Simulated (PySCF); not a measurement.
**C3H5B2FO: electronic excitations**

Aim: predict the electronic excitations of C3H5B2FO (`C=C1CBOB1F`).

The runs use PySCF 2.14.0, with density-fitted response routines of our own; the level of theory stands in each step. All values are computed, except where a source is named. Atoms are numbered from 0 throughout.

## (1) The molecule as given

12 atoms, charge 0, multiplicity 1; geometry from: GFN2-xTB.

Bonds of the start (Å): C0–C1 1.33, C1–C2 1.52, C2–B3 1.60, B3–O4 1.36, O4–B5 1.37, B5–F6 1.32, B5–C1 1.57, C0–H7 1.08, C0–H8 1.08, C2–H9 1.09, C2–H10 1.09, B3–H11 1.17.

## (2) Ultraviolet spectrum: CAM-B3LYP/def2-SVPD

Job settings and geometry (Å):

```
{"job": {"kind": "uv", "xc": "CAM-B3LYP", "basis": "def2-SVPD", "nstates": 8, "ntriplets": 3}, "charge": 0, "multiplicity": 1}
C     -1.520370    -0.795065    -0.847758
C     -0.411899    -0.222293    -0.388863
C     -0.083576    -0.024677     1.080477
B      1.334498     0.707038     1.018891
O      1.732549     0.884779    -0.265480
B      0.812838     0.391238    -1.151772
F      1.033972     0.479157    -2.451071
H     -1.697875    -0.908103    -1.904242
H     -2.288172    -1.171242    -0.188357
H     -0.062153    -0.982993     1.603022
H     -0.859498     0.564023     1.573355
H      2.010884     1.077452     1.895771
```

Method: TDDFT CAM-B3LYP/def2-SVPD, vertical, gas phase, core orbitals frozen in the response.

Run with:

```bash
$ OMP_NUM_THREADS=1 python probes_run.py task.json out
```

This one command runs all jobs of the session in turn.

What will the session give for the following? lowest singlet (CAM-B3LYP/def2-SVPD); brightest single state of those computed; lowest triplet; surface potential, 1st and 99th percentile. Wanted: lowest singlet; brightest single state of those computed; lowest triplet; surface potential, 1st and 99th percentile.

As calculated:

```
                                quantity                        value
    lowest singlet (CAM-B3LYP/def2-SVPD)  6.00 eV (206 nm), f = 0.001
brightest single state of those computed  state 2, 6.28 eV, f = 0.335
                          lowest triplet                      3.73 eV
   surface potential, 1st and 99th percentile           -1.07 V and 1.52 V
```

**Reading.** The lowest singlet, at 6.00 eV, is HOMO−1→LUMO 0.85, HOMO−2→LUMO 0.09 and is weak; of the 8 states computed, the strongest absorption comes from state 2 at 6.28 eV. The lowest triplet lies 2.28 eV below the lowest singlet (triplets in Tamm-Dancoff, singlets in full TDDFT).
